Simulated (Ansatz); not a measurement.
# MgB2: biaxial strain in the a-b plane

An exercise on one series of results from a longer session: the logs are not shown, and one member is left open.

Program: Ansatz 0.2.0. Level of theory: DFT PBE, scalar-relativistic, plane waves, PAW. These are calculated values, not measurements.

**The system as given**

It takes space group P6/mmm (No. 191, hexagonal). The conventional cell has a = 3.063 Å, b = 3.063 Å, c = 3.521 Å, α = 90.00°, β = 90.00°, γ = 120.00°. Mg (site symmetry 6/mmm) is surrounded by 12 B at 2.50 Å. B (site symmetry -6m2) is surrounded by 3 B at 1.77 Å and 6 Mg at 2.50 Å.

Structure file:

```
Mg B
1.0
     3.06276    0.00000    0.00000
    -1.53138    2.65243    0.00000
     0.00000    0.00000    3.52087
Mg B
1 2
Direct
  0.00000 0.00000 0.00000
  0.66667 0.33333 0.50000
  0.33333 0.66667 0.50000
```

The structure comes from the Materials Project (structure only).

Set-up of the first run:

(A quick probe on a coarse mesh, which set the mesh and smearing, is not shown.)

Input file input.yaml:

```yaml
crystal:
  lattice:
    - [3.0627620649, 0.0, 0.0]
    - [-1.5313810324, 2.6524297539, 0.0]
    - [0.0, 0.0, 3.52087048]
  atoms:
    - { symbol: Mg, position: [0.0, 0.0, 0.0] }
    - { symbol: B, position: [0.66666667, 0.33333333, 0.5] }
    - { symbol: B, position: [0.33333333, 0.66666667, 0.5] }
basis:
  ecutwfc: 420
kpoints:
  mp_grid: { grid: [15, 15, 12] }
hamiltonian:
  xc: pbe
scf:
  occupations: { method: gaussian, width: 0.1 }
output:
  forces: true
  stress: true
  eigenvalues: true
relax:
  adjacent_minimum: "off"
  f_tol: 0.005
  max_steps: 80
  cell: { stress_tol: 0.05 }
```

Among the steps run: Full relaxation; Reference cell for the strains; The cell strained by -1.5 %; The cell strained by +1.5 %; Strain -3.0 %; Strain +3.0 %; At -4.5 %; Strain +4.5 %.

One table of the session follows, with a row left open; its other results are not shown here.

Lengths are those of the vectors of the cell that was run; stresses in GPa:

| strain (%) | ΔE (meV/atom) | a (Å) | b (Å) | c (Å) |
| --- | --- | --- | --- | --- |
| -4.5 | 66.7 | 2.934 | 2.934 | 3.558 |
| -3.0 | 28.6 | 2.981 | 2.981 | 3.547 |
| -1.5 | 6.6 | 3.027 | 3.027 | 3.541 |
| +0.0 | 0.0 | 3.073 | 3.073 | 3.532 |
| +1.5 | 5.9 | 3.119 | 3.119 | 3.511 |
| +3.0 | ? | ? | ? | ? |
| +4.5 | 49.9 | 3.211 | 3.211 | 3.476 |

Estimate the missing values for strain (%) = +3.0.

Worked estimate for «ΔE (meV/atom)». A straight line through the neighbours (1.5, 5.9) and (4.5, 49.9) gives 5.9 + (49.9 − 5.9) × (3.0 − 1.5) / (4.5 − 1.5) = 27.9; a parabola fitted to 3 rows on both sides gives 22.5.

**Answer.** ΔE (meV/atom): 22.8; a (Å): 3.165; b (Å): 3.165; c (Å): 3.492. In «ΔE (meV/atom)» the line misses by +5.1 and the parabola by -0.3.

ΔE is over the unstrained cell. Stress in GPa, positive in compression, on the Cartesian axes of the input. 
